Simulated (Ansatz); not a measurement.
# CH4BFOSi (SMILES O=CB[SiH2]F): levels of theory compared

We compute a comparison of 4 runs (CAM-B3LYP/def2-SVP, wB97X/def2-SVP, RPA@PBE0/def2-SVP, CCSD(T)/def2-SVP) of CH4BFOSi. 

The calculation is run with Ansatz 0.2.0.

152 further runs of the same task are left out: 152 set aside as unsound or not needed.

### Step 1. The structure to begin with

CH4BFOSi has 9 atoms, charge 0, and is taken as a singlet. As SMILES, `O=CB[SiH2]F`. One bond was lengthened or shortened from a relaxed shape.

Bond lengths: O1–C2 1.227 Å, C2–B3 1.522 Å, B3–Si4 2.001 Å, Si4–F5 1.851 Å, C2–H6 1.099 Å, B3–H7 1.195 Å, Si4–H8 1.489 Å, Si4–H9 1.486 Å. Some angles: O1–C2–B3 90.0°, C2–B3–Si4 120.9°, B3–Si4–F5 110.9°, O1–C2–H6 122.9°, B3–C2–H6 147.1°, C2–B3–H7 117.0°, Si4–B3–H7 122.0°, B3–Si4–H8 109.8°, B3–Si4–H9 112.6°, F5–Si4–H8 107.4°.

### Step 2. The energy at CAM-B3LYP/def2-SVP (run 1)

File job.yaml:

```yaml
crystal:
  periodic: [false, false, false]
  atoms:
    - {symbol: O, position_ang: [-0.596987, 0.681654, 1.810990]}
    - {symbol: C, position_ang: [0.064213, 1.343354, 1.017590]}
    - {symbol: B, position_ang: [0.820613, 0.089954, 0.602990]}
    - {symbol: Si, position_ang: [0.115313, -1.106346, -0.837810]}
    - {symbol: F, position_ang: [-1.360800, -0.349200, -1.659700]}
    - {symbol: H, position_ang: [-0.069887, 2.426254, 0.885690]}
    - {symbol: H, position_ang: [1.801213, -0.183646, 1.228890]}
    - {symbol: H, position_ang: [1.156513, -1.301346, -1.884710]}
    - {symbol: H, position_ang: [-0.301687, -2.436846, -0.323710]}
basis:
  gaussian:
    orbitals: def2-SVP
hamiltonian:
  xc: {name: CAM-B3LYP}
accuracy: high
output:
  orbitals: {seedname: orbitals}
```

The run is started by

```
ansatz run job.yaml --threads 1 --pin off --max-ram 3480MiB --events-out events.jsonl --progress --plain --runs-dir runs
```

Output:

```text
Warning: RAYON_NUM_THREADS=1 ignored (pool sized by the plan → 1); use --threads N
Functional definition: CAM-B3LYP
  name "CAM-B3LYP"
  parameter alpha = 0.19
  parameter beta = 0.46
  parameter omega = 0.33/bohr
  parameter ac = 0.81
  exchange = (1 - alpha - beta)*b88_x + beta*b88_x_sr(omega) + alpha*exact_x + beta*exact_x_lr(omega)
  correlation = (1 - ac)*vwn5_c + ac*lyp_c
2109 factors; integrals over basis functions are off by at most 8.3e-9 eV
439 factors; integrals over basis functions are off by at most 2.0e-9 eV
mean field evaluation 1: about -14405.4276 eV, gradient 4.5e1 eV
mean field evaluation 2: about -14399.2243 eV, gradient 7.7e1 eV
mean field evaluation 4: about -14409.1847 eV, gradient 4.2e0 eV
mean field evaluation 8: about -14409.3753 eV, gradient 1.3e-1 eV
mean field evaluation 16: about -14409.3754 eV, gradient 4.5e-4 eV
mean field -14409.37539760 eV, -529.5347788365 hartree, gradient 4.3e-8 eV, S^2 0.000000; 0 other end points of the search recorded, 0 dependent functions left out
reference -14409.37541795 eV, -529.5347795843 hartree; 23, 23 occupied and 71, 71 virtual orbitals, 2109 factors
Total energy: -14409.37541795 eV, -529.5347795843 hartree
```

Run time: 9.3 s. Hardware: 1 thread of Arm Neoverse V2, shared host; peak memory 0.36 GiB.

### Step 3. A single-point energy at wB97X/def2-SVP (run 2)

File molecule.yaml:

```yaml
crystal:
  periodic: [false, false, false]
  atoms:
    - {symbol: O, position_ang: [-0.596987, 0.681654, 1.810990]}
    - {symbol: C, position_ang: [0.064213, 1.343354, 1.017590]}
    - {symbol: B, position_ang: [0.820613, 0.089954, 0.602990]}
    - {symbol: Si, position_ang: [0.115313, -1.106346, -0.837810]}
    - {symbol: F, position_ang: [-1.360800, -0.349200, -1.659700]}
    - {symbol: H, position_ang: [-0.069887, 2.426254, 0.885690]}
    - {symbol: H, position_ang: [1.801213, -0.183646, 1.228890]}
    - {symbol: H, position_ang: [1.156513, -1.301346, -1.884710]}
    - {symbol: H, position_ang: [-0.301687, -2.436846, -0.323710]}
basis:
  gaussian: {orbitals: def2-SVP}
hamiltonian: {xc: {name: wB97X}}
output: {orbitals: {seedname: orbitals}}
accuracy: high
```

The run is started by

```
ansatz run molecule.yaml --threads 1 --pin off --max-ram 3480MiB --events-out events.jsonl --progress --plain --runs-dir runs
```

Output, cut to the lines that bear on the results:

```text
Warning: RAYON_NUM_THREADS=1 ignored (pool sized by the plan → 1); use --threads N
Functional definition: wB97X
  name "wB97X"
[...]
      + exact_x_lr(omega)
[...]
      + integral(e_c_pw_opposite_spin*poly(b97_u_opposite, 1, cos1, cos2, cos3, cos4))
2109 factors; integrals over basis functions are off by at most 8.3e-9 eV
383 factors; integrals over basis functions are off by at most 2.0e-9 eV
[...]
mean field -14410.00190492 eV, -529.5578025558 hartree, gradient 3.2e-8 eV, S^2 0.000000; 0 other end points of the search recorded, 0 dependent functions left out
reference -14410.00190196 eV, -529.5578024468 hartree; 23, 23 occupied and 71, 71 virtual orbitals, 2109 factors
Total energy: -14410.00190196 eV, -529.5578024468 hartree
```

Wall time 32 s (1 thread of Arm Neoverse V2, shared host); peak memory 0.55 GiB.

Run 3 isn't shown in full; the table further down has it.

### Step 4. The energy at CCSD(T)/def2-SVP (run 4)

job.yaml, as its differences from that of step 2:

```diff
@@ -13,8 +13,5 @@
 basis:
-  gaussian:
-    orbitals: def2-SVP
-hamiltonian:
-  xc: {name: CAM-B3LYP}
+  gaussian: {orbitals: def2-SVP}
+correlation: {method: ccsd_t, frozen_orbitals: {B: 1, C: 1, F: 1, H: 0, O: 1, Si: 5}}
+scf: {omitted_lower_state_checks: [cluster_reference, increment]}
 accuracy: high
-output:
-  orbitals: {seedname: orbitals}
```

The run is started by

```
ansatz run job.yaml --threads 1 --pin off --max-ram 3480MiB --events-out events.jsonl --progress --plain --runs-dir runs
```

Output:

```text
Warning: RAYON_NUM_THREADS=1 ignored (pool sized by the plan → 1); use --threads N
[... 12 lines left out ...]
9 core orbitals not correlated: weight in the atoms' cores, before any rotation towards them, 1.000 or more for the frozen orbitals, at most 0.000 for the correlated occupied ones
[... 28 lines left out ...]
Total energy: -14382.56341412 eV, -528.5494566173 hartree
Checks for a lower state left out: cluster_reference, increment
```

Wall time 34 s (1 thread of Arm Neoverse V2, shared host); peak memory 0.6 GiB.

### Step 5. Overview of the runs

```csv
run,level,frozen core orbitals,energy (Eh),wall time
1,CAM-B3LYP/def2-SVP,–,-529.534780,9.3 s
2,wB97X/def2-SVP,–,-529.557802,32 s
3,RPA@PBE0/def2-SVP,9,-528.769418,15 s
4,CCSD(T)/def2-SVP,9,-528.549457,34 s
```

### Step 6. Summary of results

```
                                          quantity          value
                               run 4: total energy  -528.54946 Eh
run 4: correlation energy (9 core orbitals frozen)     -741.2 mEh
                             run 4: (T) correction     -21.59 mEh
                              run 4: T1 diagnostic          0.021
```

In words: Totals of different functionals can't be ranked against each other. All runs together took 90 s, the longest 34 s.
